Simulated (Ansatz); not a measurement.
# CH4AlCl3O: two geometries relaxed, part 2 of 2

Are the two ends of the reaction (exchange4) separate minima, and which lies lower? Each is relaxed from a guess. Meant to form: Al1–O6, H5–Cl2; to break: Al1–Cl2, H5–O6. The start is a guess near the saddle point, from which both ends are pulled out.

Ansatz 0.2.0; RKS PBE-D4/6-31G*. Earlier steps stand in the parts before.

## 5. A restrained relaxation towards end B

Springs on the bonds that form and break draw the guess towards this end; the thresholds are loose.

File input.yaml:

```yaml
crystal:
  periodic: [false, false, false]
  atoms:
    - { symbol: Al, position_ang: [0.2712, -1.7588, 0.3042] }
    - { symbol: Cl, position_ang: [2.5347, -0.6429, -0.3359] }
    - { symbol: Cl, position_ang: [-0.1738, -2.9796, -1.2323] }
    - { symbol: Cl, position_ang: [0.1272, -1.7365, 2.3153] }
    - { symbol: H, position_ang: [1.0146, 0.1902, -0.6082] }
    - { symbol: O, position_ang: [-0.2502, 0.2047, -0.49] }
    - { symbol: C, position_ang: [-0.7702, 1.4391, -0.0646] }
    - { symbol: H, position_ang: [-0.3422, 1.7566, 0.8895] }
    - { symbol: H, position_ang: [-0.5613, 2.1942, -0.8262] }
    - { symbol: H, position_ang: [-1.8501, 1.3331, 0.0482] }
basis:
  gaussian: { orbitals: "6-31G*" }
hamiltonian:
  xc: pbe
  dispersion: d4
relax:
  f_tol: 0.15
  max_steps: 25
  restrain:
    - { distance: [0, 5], at: 1.87, k: 30.0 }
    - { distance: [4, 1], at: 1.33, k: 30.0 }
    - { distance: [0, 1], at: 3.53, k: 30.0 }
    - { distance: [4, 5], at: 2.27, k: 30.0 }
```

Launch:

```
$ ansatz run input.yaml --threads 2 --pin off --max-ram 3072MiB --backend cpu --events-out ev --progress --plain --runs-dir out
```

The log of the run:

```text
Warning: RAYON_NUM_THREADS=2 ignored (pool sized by the plan → 2); use --threads N
The last accepted step is kept in <dir> (removed where the run ends without a failure and the disk answers)
Engine: ansatz 0.2.0, x86_64-unknown-linux-gnu
Functional definition: PBE
  parameter kappa = 0.804
  parameter beta = 0.06672455060314922
  exchange = pbe_x(kappa = kappa, mu = beta*pi^2/3)
  correlation = pbe_c(beta = beta)
1367 factors; their error is unknown
mean field evaluation 1: about -47288.2292 eV, gradient 5.1e1 eV
mean field evaluation 2: about -47263.4711 eV, gradient 1.2e2 eV
mean field evaluation 4: about -47293.9872 eV, gradient 6.5e0 eV
mean field evaluation 8: about -47294.0884 eV, gradient 2.3e-1 eV
mean field evaluation 16: about -47294.0341 eV, gradient 1.3e-4 eV
mean field -47294.03412482 eV, -1738.0236970393 hartree, gradient 4.3e-5 eV, S^2 0.000000; 0 other end points of the search recorded, 0 dependent functions left out
the calculation of the forces begins
reference -47294.03416504 eV, -1738.0236985174 hartree; 41, 41 occupied and 73, 73 virtual orbitals, 1367 factors
relax step   1: F+E_penalty+E_count = -47294.31753532 eV  Δ(F+E_penalty+E_count) = +0.000e0 eV  max|allowed force component| = 3.492e0 eV/Å  E_restraint = 32.02191612 eV  max|allowed force component, restraints' pulls added| = 3.871e1 eV/Å  Δτ_max = 0.0000 Å  (27 SCF iters, accepted)
  distance Al 0 - O 5 = 2.1813 Å
  distance H 4 - Cl 1 = 1.7547 Å
  distance Al 0 - Cl 1 = 2.6035 Å
  distance H 4 - O 5 = 1.2704 Å
these checks for a lower state are left out or cut short: starts, cluster_reference, orbital_swaps, neighbouring_geometries, increment
1367 factors; their error is unknown
mean field -47293.39774189 eV, -1738.0003103982 hartree, gradient 2.1e-5 eV, S^2 0.000000; 0 other end points of the search recorded, 0 dependent functions left out
the calculation of the forces begins
reference -47293.39778257 eV, -1738.0003118932 hartree; 41, 41 occupied and 73, 73 virtual orbitals, 1367 factors
relax step   2: F+E_penalty+E_count = -47293.67772820 eV  Δ(F+E_penalty+E_count) = +6.398e-1 eV  max|allowed force component| = 4.100e0 eV/Å  E_restraint = 15.44435650 eV  max|allowed force component, restraints' pulls added| = 2.789e1 eV/Å  Δτ_max = 0.1937 Å  (33 SCF iters, accepted)
  distance Al 0 - O 5 = 2.0877 Å
  distance H 4 - Cl 1 = 1.5935 Å
  distance Al 0 - Cl 1 = 2.8910 Å
  distance H 4 - O 5 = 1.5597 Å
these checks for a lower state are left out or cut short: starts, cluster_reference, orbital_swaps, neighbouring_geometries, increment
1367 factors; their error is unknown
mean field evaluation 32: about -47293.3951 eV, gradient 5.7e-4 eV
mean field -47293.39506427 eV, -1738.0002119975 hartree, gradient 2.3e-5 eV, S^2 0.000000; 0 other end points of the search recorded, 0 dependent functions left out
the calculation of the forces begins
reference -47293.39510537 eV, -1738.0002135080 hartree; 41, 41 occupied and 73, 73 virtual orbitals, 1367 factors
relax step   3: F+E_penalty+E_count = -47293.67205752 eV  Δ(F+E_penalty+E_count) = +5.671e-3 eV  max|allowed force component| = 4.241e0 eV/Å  E_restraint = 5.34029920 eV  max|allowed force component, restraints' pulls added| = 1.561e1 eV/Å  Δτ_max = 0.1949 Å  (33 SCF iters, accepted)
  distance Al 0 - O 5 = 1.9883 Å
  distance H 4 - Cl 1 = 1.4425 Å
  distance Al 0 - Cl 1 = 3.1175 Å
  distance H 4 - O 5 = 1.8710 Å
these checks for a lower state are left out or cut short: starts, cluster_reference, orbital_swaps, neighbouring_geometries, increment
1367 factors; their error is unknown
mean field -47293.77431340 eV, -1738.0141491459 hartree, gradient 2.2e-5 eV, S^2 0.000000; 0 other end points of the search recorded, 0 dependent functions left out
the calculation of the forces begins
reference -47293.77435449 eV, -1738.0141506558 hartree; 41, 41 occupied and 73, 73 virtual orbitals, 1367 factors
relax step   4: F+E_penalty+E_count = -47294.04655241 eV  Δ(F+E_penalty+E_count) = -3.745e-1 eV  max|allowed force component| = 3.126e0 eV/Å  E_restraint = 0.46676361 eV  max|allowed force component, restraints' pulls added| = 3.940e0 eV/Å  Δτ_max = 0.1947 Å  (32 SCF iters, accepted)
  distance Al 0 - O 5 = 1.8539 Å
  distance H 4 - Cl 1 = 1.3250 Å
  distance Al 0 - Cl 1 = 3.3886 Å
  distance H 4 - O 5 = 2.1658 Å
these checks for a lower state are left out or cut short: starts, cluster_reference, orbital_swaps, neighbouring_geometries, increment
1367 factors; their error is unknown
mean field -47294.15891732 eV, -1738.0282830791 hartree, gradient 2.1e-5 eV, S^2 0.000000; 0 other end points of the search recorded, 0 dependent functions left out
the calculation of the forces begins
reference -47294.15895851 eV, -1738.0282845928 hartree; 41, 41 occupied and 73, 73 virtual orbitals, 1367 factors
relax step   5: F+E_penalty+E_count = -47294.42296238 eV  Δ(F+E_penalty+E_count) = -3.764e-1 eV  max|allowed force component| = 1.577e0 eV/Å  E_restraint = 0.07750617 eV  max|allowed force component, restraints' pulls added| = 6.880e-1 eV/Å  Δτ_max = 0.1901 Å  (33 SCF iters, accepted)
  distance Al 0 - O 5 = 1.7999 Å
  distance H 4 - Cl 1 = 1.3182 Å
  distance Al 0 - Cl 1 = 3.5197 Å
  distance H 4 - O 5 = 2.2695 Å
these checks for a lower state are left out or cut short: starts, cluster_reference, orbital_swaps, neighbouring_geometries, increment
1367 factors; their error is unknown
mean field -47294.17942955 eV, -1738.0290368899 hartree, gradient 1.7e-5 eV, S^2 0.000000; 0 other end points of the search recorded, 0 dependent functions left out
the calculation of the forces begins
reference -47294.17947065 eV, -1738.0290384000 hartree; 41, 41 occupied and 73, 73 virtual orbitals, 1367 factors
relax step   6: F+E_penalty+E_count = -47294.44403178 eV  Δ(F+E_penalty+E_count) = -2.107e-2 eV  max|allowed force component| = 1.756e0 eV/Å  E_restraint = 0.05777191 eV  max|allowed force component, restraints' pulls added| = 6.830e-1 eV/Å  Δτ_max = 0.1901 Å  (28 SCF iters, accepted)
  distance Al 0 - O 5 = 1.8081 Å
  distance H 4 - Cl 1 = 1.3313 Å
  distance Al 0 - Cl 1 = 3.5293 Å
  distance H 4 - O 5 = 2.2737 Å
these checks for a lower state are left out or cut short: starts, cluster_reference, orbital_swaps, neighbouring_geometries, increment
1367 factors; their error is unknown
mean field evaluation 64: about -47294.2040 eV, gradient 2.5e-5 eV
mean field -47294.20403814 eV, -1738.0299412387 hartree, gradient 2.5e-5 eV, S^2 0.000000; 0 other end points of the search recorded, 0 dependent functions left out
the calculation of the forces begins
reference -47294.20407919 eV, -1738.0299427472 hartree; 41, 41 occupied and 73, 73 virtual orbitals, 1367 factors
relax step   7: F+E_penalty+E_count = -47294.46958226 eV  Δ(F+E_penalty+E_count) = -2.555e-2 eV  max|allowed force component| = 1.587e0 eV/Å  E_restraint = 0.05299361 eV  max|allowed force component, restraints' pulls added| = 4.077e-1 eV/Å  Δτ_max = 0.0982 Å  (28 SCF iters, accepted)
  distance Al 0 - O 5 = 1.8107 Å
  distance H 4 - Cl 1 = 1.3265 Å
  distance Al 0 - Cl 1 = 3.5274 Å
  distance H 4 - O 5 = 2.2683 Å
these checks for a lower state are left out or cut short: starts, cluster_reference, orbital_swaps, neighbouring_geometries, increment
1367 factors; their error is unknown
mean field -47294.21995754 eV, -1738.0305262658 hartree, gradient 1.7e-5 eV, S^2 0.000000; 0 other end points of the search recorded, 0 dependent functions left out
the calculation of the forces begins
reference -47294.21999844 eV, -1738.0305277691 hartree; 41, 41 occupied and 73, 73 virtual orbitals, 1367 factors
relax step   8: F+E_penalty+E_count = -47294.48641487 eV  Δ(F+E_penalty+E_count) = -1.683e-2 eV  max|allowed force component| = 1.553e0 eV/Å  E_restraint = 0.04863590 eV  max|allowed force component, restraints' pulls added| = 3.947e-1 eV/Å  Δτ_max = 0.1964 Å  (27 SCF iters, accepted)
  distance Al 0 - O 5 = 1.8133 Å
  distance H 4 - Cl 1 = 1.3269 Å
  distance Al 0 - Cl 1 = 3.5265 Å
  distance H 4 - O 5 = 2.2671 Å
these checks for a lower state are left out or cut short: starts, cluster_reference, orbital_swaps, neighbouring_geometries, increment
1367 factors; their error is unknown
mean field -47294.21623428 eV, -1738.0303894387 hartree, gradient 1.5e-5 eV, S^2 0.000000; 0 other end points of the search recorded, 0 dependent functions left out
the calculation of the forces begins
reference -47294.21627510 eV, -1738.0303909387 hartree; 41, 41 occupied and 73, 73 virtual orbitals, 1367 factors
relax step   9: F+E_penalty+E_count = -47294.48406006 eV  Δ(F+E_penalty+E_count) = +2.355e-3 eV  max|allowed force component| = 1.396e0 eV/Å  E_restraint = 0.04830056 eV  max|allowed force component, restraints' pulls added| = 4.630e-1 eV/Å  Δτ_max = 0.1576 Å  (27 SCF iters, rejected (line search))
  distance Al 0 - O 5 = 1.8138 Å
  distance H 4 - Cl 1 = 1.3291 Å
  distance Al 0 - Cl 1 = 3.5249 Å
  distance H 4 - O 5 = 2.2639 Å
these checks for a lower state are left out or cut short: starts, cluster_reference, orbital_swaps, neighbouring_geometries, increment
1367 factors; their error is unknown
mean field -47294.22921885 eV, -1738.0308666127 hartree, gradient 2.1e-5 eV, S^2 0.000000; 0 other end points of the search recorded, 0 dependent functions left out
the calculation of the forces begins
reference -47294.22925972 eV, -1738.0308681147 hartree; 41, 41 occupied and 73, 73 virtual orbitals, 1367 factors
relax step  10: F+E_penalty+E_count = -47294.49710377 eV  Δ(F+E_penalty+E_count) = -1.069e-2 eV  max|allowed force component| = 1.560e0 eV/Å  E_restraint = 0.05030227 eV  max|allowed force component, restraints' pulls added| = 9.975e-2 eV/Å  Δτ_max = 0.0788 Å  (28 SCF iters, accepted)
  distance Al 0 - O 5 = 1.8132 Å
  distance H 4 - Cl 1 = 1.3211 Å
  distance Al 0 - Cl 1 = 3.5258 Å
  distance H 4 - O 5 = 2.2646 Å
1367 factors; their error is unknown
mean field evaluation 96: about -47294.2847 eV, gradient 7.8e-2 eV
mean field -47294.22921885 eV, -1738.0308666127 hartree, gradient 2.2e-5 eV, S^2 0.000000; 1 other end points of the search recorded, 0 dependent functions left out
the calculation of the forces begins
reference -47294.22925972 eV, -1738.0308681147 hartree; 41, 41 occupied and 73, 73 virtual orbitals, 1367 factors
Total energy: -47294.49714464 eV, -1738.0407127039 hartree
Atom 0 at    -0.264115    -1.513616     0.237873 Å, force    -0.053508     1.560486    -0.862635 eV/Å
Atom 1 at     2.903164    -0.188725    -0.564860 Å, force    -0.441583     0.070809    -0.119972 eV/Å
Atom 2 at    -0.160038    -3.227128    -0.953699 Å, force     0.011597     0.005580     0.010572 eV/Å
Atom 3 at    -0.290686    -1.593377     2.332520 Å, force    -0.011959    -0.000789     0.014962 eV/Å
Atom 4 at     1.766029     0.261865    -1.064135 Å, force     0.139237    -0.142680     0.174844 eV/Å
Atom 5 at    -0.447355     0.070423    -0.625191 Å, force     0.348880    -1.436953     0.791370 eV/Å
Atom 6 at    -0.802627     1.292197     0.038067 Å, force    -0.021883    -0.022742     0.010923 eV/Å
Atom 7 at    -0.337163     1.396386     1.036688 Å, force    -0.004359    -0.020716    -0.016350 eV/Å
Atom 8 at    -0.467113     2.134517    -0.591425 Å, force     0.006939    -0.006751    -0.004144 eV/Å
Atom 9 at    -1.900196     1.367560     0.154163 Å, force     0.026639    -0.006244     0.000431 eV/Å
Dipole moment:    -0.317151     0.413127     0.018098 e Å
```

It took 18 s on 2 threads of Intel Xeon 6975P-C (Granite Rapids), shared host; peak memory 0.18 GiB.

The steps of the relaxation:

```tsv
step	energy from step 1 (eV)	largest force component (eV/Å)
1	0.0000	3.4919
2	0.6398	4.1002
3	0.6455	4.2411
4	0.2710	3.1255
5	-0.1054	1.5773
6	-0.1265	1.7561
7	-0.1520	1.5868
8	-0.1689	1.5527
9x	-0.1665	1.3957
10	-0.1796	1.5605
```

Step 1 is the start. 1 step was tried and not accepted (marked x). Energies and forces in the table leave out the springs, which the log lists apart; the run stops on the force with the springs' pull added.

After: Bond lengths: Al1–Cl3 2.090 Å, Al1–Cl4 2.096 Å, Cl2–H5 1.321 Å, Al1–O6 1.813 Å, O6–C7 1.435 Å, C7–H8 1.107 Å, C7–H9 1.104 Å, C7–H10 1.106 Å. Angles: Cl3–Al1–Cl4 122.6°, Cl3–Al1–O6 116.7°, Cl4–Al1–O6 120.5°, Al1–O6–C7 123.3°, O6–C7–H8 113.1°, O6–C7–H9 108.1°, O6–C7–H10 110.6°, H8–C7–H9 108.4°, H8–C7–H10 108.4°, H9–C7–H10 108.0°.

Pairs that crossed the distance rule for bonds on the way: came closer Cl2–H5; moved apart Al1–Cl2.

## 6. End point B

It starts where the restrained run ended.

File input.yaml:

```yaml
crystal:
  periodic: [false, false, false]
  atoms:
    - { symbol: Al, position_ang: [-0.264115, -1.513616, 0.237873] }
    - { symbol: Cl, position_ang: [2.903164, -0.188725, -0.56486] }
    - { symbol: Cl, position_ang: [-0.160038, -3.227128, -0.953699] }
    - { symbol: Cl, position_ang: [-0.290686, -1.593377, 2.33252] }
    - { symbol: H, position_ang: [1.766029, 0.261865, -1.064135] }
    - { symbol: O, position_ang: [-0.447355, 0.070423, -0.625191] }
    - { symbol: C, position_ang: [-0.802627, 1.292197, 0.038067] }
    - { symbol: H, position_ang: [-0.337163, 1.396386, 1.036688] }
    - { symbol: H, position_ang: [-0.467113, 2.134517, -0.591425] }
    - { symbol: H, position_ang: [-1.900196, 1.36756, 0.154163] }
basis:
  gaussian: { orbitals: "6-31G*" }
hamiltonian:
  xc: pbe
  dispersion: d4
relax:
  f_tol: 0.03
  max_steps: 50
```

Launch:

```
$ ansatz run input.yaml --threads 2 --pin off --max-ram 3072MiB --backend cpu --events-out ev --progress --plain --runs-dir out
```

The log of the run, cut to the lines that bear on the results:

```text
Warning: RAYON_NUM_THREADS=2 ignored (pool sized by the plan → 2); use --threads N
[...]
[... 1 set-up line as earlier in the session ...]
[...]
1367 factors; their error is unknown
[...]
mean field -47294.22920411 eV, -1738.0308660712 hartree, gradient 5.4e-5 eV, S^2 0.000000; 0 other end points of the search recorded, 0 dependent functions left out
[...]
reference -47294.22924451 eV, -1738.0308675558 hartree; 41, 41 occupied and 73, 73 virtual orbitals, 1367 factors
relax step   1: F+E_penalty+E_count = -47294.49708903 eV  Δ(F+E_penalty+E_count) = +0.000e0 eV  max|allowed force component| = 1.561e0 eV/Å  Δτ_max = 0.0000 Å  (27 SCF iters, accepted)
[...]
relax step   4: F+E_penalty+E_count = -47294.83421562 eV  Δ(F+E_penalty+E_count) = -9.396e-2 eV  max|allowed force component| = 6.085e-1 eV/Å  Δτ_max = 0.1954 Å  (27 SCF iters, accepted)
[...]
relax step   7: F+E_penalty+E_count = -47295.46854158 eV  Δ(F+E_penalty+E_count) = -4.046e-1 eV  max|allowed force component| = 1.063e0 eV/Å  Δτ_max = 0.1937 Å  (32 SCF iters, accepted)
[...]
relax step  10: F+E_penalty+E_count = -47296.02741254 eV  Δ(F+E_penalty+E_count) = -1.094e-1 eV  max|allowed force component| = 1.122e0 eV/Å  Δτ_max = 0.1344 Å  (26 SCF iters, accepted)
[...]
relax step  12: F+E_penalty+E_count = -47296.06554437 eV  Δ(F+E_penalty+E_count) = +1.703e-2 eV  max|allowed force component| = 1.094e0 eV/Å  Δτ_max = 0.2000 Å  (28 SCF iters, rejected (line search))
[...]
relax step  13: F+E_penalty+E_count = -47296.10326035 eV  Δ(F+E_penalty+E_count) = -2.069e-2 eV  max|allowed force component| = 6.413e-2 eV/Å  Δτ_max = 0.0993 Å  (27 SCF iters, accepted)
[...]
1367 factors; their error is unknown
mean field -47295.80727166 eV, -1738.0888589840 hartree, gradient 1.6e-5 eV, S^2 0.000000; 0 other end points of the search recorded, 0 dependent functions left out
[...]
reference -47295.80731179 eV, -1738.0888604586 hartree; 41, 41 occupied and 73, 73 virtual orbitals, 1367 factors
```

## 7. The log goes on: end point B relaxed

The log, continued, cut to the lines that bear on the results:

```text
relax step  14: F+E_penalty+E_count = -47296.10957646 eV  Δ(F+E_penalty+E_count) = -6.316e-3 eV  max|allowed force component| = 6.428e-2 eV/Å  Δτ_max = 0.1000 Å  (28 SCF iters, accepted)
[...]
relax step  16: F+E_penalty+E_count = -47296.11335544 eV  Δ(F+E_penalty+E_count) = -7.212e-4 eV  max|allowed force component| = 1.919e-1 eV/Å  Δτ_max = 0.0787 Å  (28 SCF iters, accepted)
[...]
relax step  18: F+E_penalty+E_count = -47296.12036943 eV  Δ(F+E_penalty+E_count) = -5.244e-3 eV  max|allowed force component| = 4.843e-2 eV/Å  Δτ_max = 0.0885 Å  (28 SCF iters, accepted)
[...]
relax step  20: F+E_penalty+E_count = -47296.12162713 eV  Δ(F+E_penalty+E_count) = -4.301e-4 eV  max|allowed force component| = 5.259e-2 eV/Å  Δτ_max = 0.0493 Å  (28 SCF iters, accepted)
[...]
Atom 0 at     0.633337    -1.399015     0.148885 Å, force     0.005746    -0.004162     0.010914 eV/Å
Atom 1 at     2.677993    -1.531980    -0.432200 Å, force    -0.008551     0.002403    -0.004564 eV/Å
Atom 2 at    -0.827853    -2.499933    -0.921827 Å, force    -0.000580    -0.001858    -0.010988 eV/Å
Atom 3 at     0.277203    -1.193167     2.240209 Å, force     0.001348     0.004434     0.007361 eV/Å
Atom 4 at     1.148047     0.957821    -0.435982 Å, force    -0.002533    -0.006926     0.000786 eV/Å
Atom 5 at     0.328460     0.420457    -0.504746 Å, force     0.024792     0.012850    -0.003362 eV/Å
Atom 6 at    -0.844112     1.188851    -0.086936 Å, force    -0.021836    -0.013925    -0.000526 eV/Å
Atom 7 at    -0.792018     1.413286     0.988984 Å, force     0.007325     0.002093     0.000294 eV/Å
Atom 8 at    -0.896918     2.102782    -0.695699 Å, force     0.003854    -0.004996     0.000423 eV/Å
Atom 9 at    -1.704239     0.541000    -0.300685 Å, force    -0.009565     0.010087    -0.000339 eV/Å
Dipole moment:    -0.278634     1.257810    -0.189253 e Å
```

It took 42 s on 2 threads of Intel Xeon 6975P-C (Granite Rapids), shared host; peak memory 0.18 GiB.

Step by step:

```tsv
step	energy from step 1 (eV)	largest force component (eV/Å)
1	0.0000	1.5606
2	-0.1365	0.7745
3	-0.2432	0.5610
4	-0.3371	0.6085
5	-0.3411	1.4849
6	-0.5668	1.1796
7	-0.9715	1.0634
8	-1.0350	6.1913
9	-1.4210	1.0383
10	-1.5303	1.1224
11	-1.5855	0.6206
12x	-1.5685	1.0935
13	-1.6062	0.0641
14	-1.6125	0.0643
15	-1.6155	0.1657
16	-1.6163	0.1919
17	-1.6180	0.0983
18	-1.6233	0.0484
19	-1.6241	0.0401
20	-1.6245	0.0526
21	-1.6247	0.0394
22	-1.6249	0.0248
```

Step 1 is the start. 1 step was tried and not accepted (marked x).

After: Bond lengths: Al1–Cl2 2.130 Å, Al1–Cl3 2.120 Å, Al1–Cl4 2.131 Å, Al1–O6 1.957 Å, H5–O6 0.982 Å, O6–C7 1.463 Å, C7–H8 1.100 Å, C7–H9 1.099 Å, C7–H10 1.098 Å. Angles (14 of 15 angles, heavy atoms first): Cl2–Al1–Cl3 119.4°, Cl2–Al1–Cl4 115.7°, Cl2–Al1–O6 96.7°, Cl3–Al1–Cl4 115.5°, Cl3–Al1–O6 101.9°, Cl4–Al1–O6 102.2°, Al1–O6–C7 121.2°, Al1–O6–H5 110.8°, H5–O6–C7 111.2°, O6–C7–H8 110.4°, O6–C7–H9 108.5°, O6–C7–H10 105.2°, H8–C7–H9 112.0°, H8–C7–H10 110.4°.

Pairs that crossed the distance rule for bonds on the way: came closer Al1–Cl2, H5–O6; moved apart Cl2–H5.

## 8. Results

The summary covers parts 1 to 2.

| quantity | value |
| --- | --- |
| end A | 19 moves, 1.120 eV lower |
| end B | 20 moves, 1.625 eV lower |
| largest difference between the ends | 0.02 Å |
| end B relative to end A | +0.000 eV |

The two relaxations end at one structure, within 0.02 Å: no second minimum was found from this start, which doesn't rule one out.
